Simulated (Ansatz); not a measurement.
**C2H6BGaO: basis-set convergence**

An exercise on one series of results from a longer session: the logs are not shown, and one member is left open.

Program: Ansatz 0.2.0, Gaussian basis. Level of theory: one geometry, several basis sets. These are calculated values, not measurements.

Plan: PBE0-D4/def2-SVP; ωB97M-V/def2-SVP; PBE0-D4/def2-QZVPP; ωB97M-V/def2-QZVPP; the functionals' def2-TZVPP values are taken from earlier runs.

## The geometry

All runs share one geometry, relaxed beforehand with PBE0-D4 in a triple-zeta def2 set.

11 atoms, charge 0, spin multiplicity 1.

Atoms are counted from 1 here; the program's logs count them from 0.

Bond lengths: B1–C2 1.528 Å, B1–H6 1.197 Å, B1–H7 1.197 Å, C2–Ga3 2.018 Å, C2–H8 1.094 Å, C2–H9 1.094 Å, Ga3–C4 2.184 Å, Ga3–O5 2.375 Å, C4–O5 1.263 Å, C4–H10 1.102 Å, C4–H11 1.102 Å. Angles: C2–B1–H6 120.1°, C2–B1–H7 120.1°, H6–B1–H7 119.7°, B1–C2–Ga3 101.6°, B1–C2–H8 118.5°, B1–C2–H9 118.5°, Ga3–C2–H8 102.1°, Ga3–C2–H9 102.1°, H8–C2–H9 110.5°, C2–Ga3–C4 122.6°, C2–Ga3–O5 90.8°, C4–Ga3–O5 31.8°, Ga3–C4–O5 82.5°, Ga3–C4–H10 103.5°, Ga3–C4–H11 103.5°, O5–C4–H10 121.0°, O5–C4–H11 121.0°, H10–C4–H11 114.4° and more.

The first run:

File in.yaml:

```yaml
crystal:
  periodic: [false, false, false]
  atoms:
    - {symbol: B, position_ang: [-0.633127, 0.900918, 1.089288]}
    - {symbol: C, position_ang: [-0.367779, -0.548994, 1.491412]}
    - {symbol: Ga, position_ang: [0.433841, -1.299686, -0.201525]}
    - {symbol: C, position_ang: [0.725684, -0.094860, -1.999035]}
    - {symbol: O, position_ang: [0.219430, 0.808182, -1.275504]}
    - {symbol: H, position_ang: [-1.697879, 1.213677, 0.641810]}
    - {symbol: H, position_ang: [0.190328, 1.742553, 1.301870]}
    - {symbol: H, position_ang: [-1.223796, -1.210354, 1.653025]}
    - {symbol: H, position_ang: [0.416669, -0.751320, 2.226311]}
    - {symbol: H, position_ang: [0.122888, -0.617012, -2.759749]}
    - {symbol: H, position_ang: [1.813752, -0.143103, -2.167905]}
basis:
  gaussian: {orbitals: def2-SVP}
hamiltonian: {xc: pbe0, dispersion: d4}
output: {orbitals: {seedname: orbitals}}
```

Run with:

```
ansatz run in.yaml --threads 4 --pin off --events-out ev --progress --plain --max-ram 10444MiB
```

Among the steps run: PBE0-D4 in def2-SVP; ωB97M-V in def2-SVP; PBE0-D4 in def2-QZVPP; ωB97M-V in def2-QZVPP.

One of the session's tables, all rows but one given; the rest of the session is left out.

It belongs to the step «Density functionals: the series». 

| functional | basis | HOMO (eV) | LUMO (eV) |
| --- | --- | --- | --- |
| PBE0-D4 | def2-SVP | -6.42 | -2.04 |
| PBE0-D4 | def2-TZVPP | -6.45 | -2.10 |
| PBE0-D4 | def2-QZVPP | -6.47 | -2.14 |
| ωB97M-V | def2-SVP | ? | ? |
| ωB97M-V | def2-TZVPP | -8.33 | -0.25 |
| ωB97M-V | def2-QZVPP | -8.35 | -0.36 |

**Question.** Estimate the row for ωB97M-V, def2-SVP.

**Answer.** HOMO (eV): -8.29; LUMO (eV): -0.15. In the column «HOMO (eV)» it lies between ωB97M-V, def2-TZVPP (-8.33) and PBE0-D4, def2-QZVPP (-6.47).
